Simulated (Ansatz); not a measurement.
**Eu: a single-point run**

The task is a single-point run on Eu.

Program: Ansatz 0.2.0. Level of theory: DFT, PBE, PAW with Ansatz's default frozen-core files, scalar-relativistic. These are calculated values, not measurements.

### 1 The starting structure

Symmetry: Im-3m, No. 229, cubic system. Conventional cell: a = 4.606 Å, b = 4.606 Å, c = 4.606 Å, α = 90.00°, β = 90.00°, γ = 90.00°. Around Eu (site symmetry m-3m) lie 8 Eu at 3.99 Å.

As a file:

```cif
data_structure
_symmetry_space_group_name_H-M 'P 1'
_symmetry_Int_Tables_number 1
_cell_length_a 3.9889
_cell_length_b 3.9889
_cell_length_c 3.9889
_cell_angle_alpha 109.471
_cell_angle_beta 109.471
_cell_angle_gamma 109.471
_cell_volume 48.86
loop_
_atom_site_label
_atom_site_type_symbol
_atom_site_fract_x
_atom_site_fract_y
_atom_site_fract_z
_atom_site_occupancy
Eu1 Eu 0.00000 0.00000 0.00000 1
```

### 2 The calculation

Contents of input.yaml:

```yaml
crystal:
  lattice:
    - [-2.303, 2.303, 2.303]
    - [2.303, -2.303, 2.303]
    - [2.303, 2.303, -2.303]
  atoms:
    - { symbol: Eu, position: [0.0, 0.0, 0.0], spin: 2.0 }
kpoints:
  mp_grid: { grid: [10, 10, 10] }
scf:
  occupations: { method: fermi_dirac, width: 0.05 }
  max_iter: 80
hamiltonian:
  xc: pbe
  pseudopotentials: { kind: paw }
output:
  forces: true
  stress: true
  eigenvalues: true
  populations: true
```

Run with:

```console
ansatz run input.yaml --threads 1 --pin off --max-ram 3072MiB --backend cpu --events-out ev --progress --plain --runs-dir out
```

**Question.** How will this run end, and is anything wrong with its input?

Nothing was computed: the input was turned down at the start. The line that matters: «inconsistent input (magnetization.spin_polarized): false but per-atom `spin:`, `per_species`, `initial_magnetization`, `magnetic_field`, or `spin_locking` is set»

The atoms carry spins in the input while the run has one spin channel.

The cure: switch spin polarisation on, or remove the moments.
